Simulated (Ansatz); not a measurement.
# S: the cost of one run

Program: Ansatz 0.2.0. Level of theory: DFT PBE+D3(BJ), scalar-relativistic, plane waves, PAW. These are calculated values, not measurements.

1 further run of the same task is left out (set aside as unsound or not needed).

**1. Starting point**

Symmetry: P-3m1, No. 164, trigonal system. The conventional cell has a = 3.317 Å, b = 3.317 Å, c = 20.000 Å, α = 90.00°, β = 90.00°, γ = 120.00°. S (site symmetry 3m) is surrounded by 3 S at 2.22 Å.

As a file:

```
CELL_PARAMETERS angstrom
3.31720 0.00000 0.00000
-1.65860 2.87278 0.00000
0.00000 0.00000 20.00000
ATOMIC_POSITIONS crystal
S 0.66667 0.33333 0.42575
S 0.33333 0.66667 0.36958
S 0.00000 0.00000 0.57425
S 0.33333 0.66667 0.63042
```

A structure generator made this guess: sheets of the As type as a bilayer. The dimensions are guesses.

Only a and b are periodic; c spans vacuum, so the box's volume, pressure and space group aren't properties of the sheet.

**2. A first look at the guess**

Contents of input.yaml:

```yaml
crystal:
  lattice:
    - [3.317205, 0.0, 0.0]
    - [-1.65860206, 2.87278412, 0.0]
    - [0.0, 0.0, 20.0]
  atoms:
    - { symbol: S, position: [0.66666667, 0.33333333, 0.42575] }
    - { symbol: S, position: [0.33333333, 0.66666667, 0.36958193] }
    - { symbol: S, position: [0.0, 0.0, 0.57425] }
    - { symbol: S, position: [0.33333333, 0.66666667, 0.63041807] }
  periodic: [true, true, false]
basis:
  ecutwfc: 420
kpoints:
  mp_grid: { grid: [6, 6, 1] }
hamiltonian:
  xc: pbe
  dispersion: d3bj
scf:
  occupations: { method: gaussian, width: 0.1 }
  lower_state_search: "off"
output:
  forces: true
  stress: true
  eigenvalues: true
```

Started as:

```bash
$ ansatz run input.yaml --threads 1 --pin off --max-ram 2560MiB --backend cpu --events-out ev --progress --plain --runs-dir out
```

What time and memory should one allow on 1 thread of Intel Xeon at 2.50GHz (Skylake/Cascade Lake), shared host?

About 11 s, with a peak of 0.47 GiB.
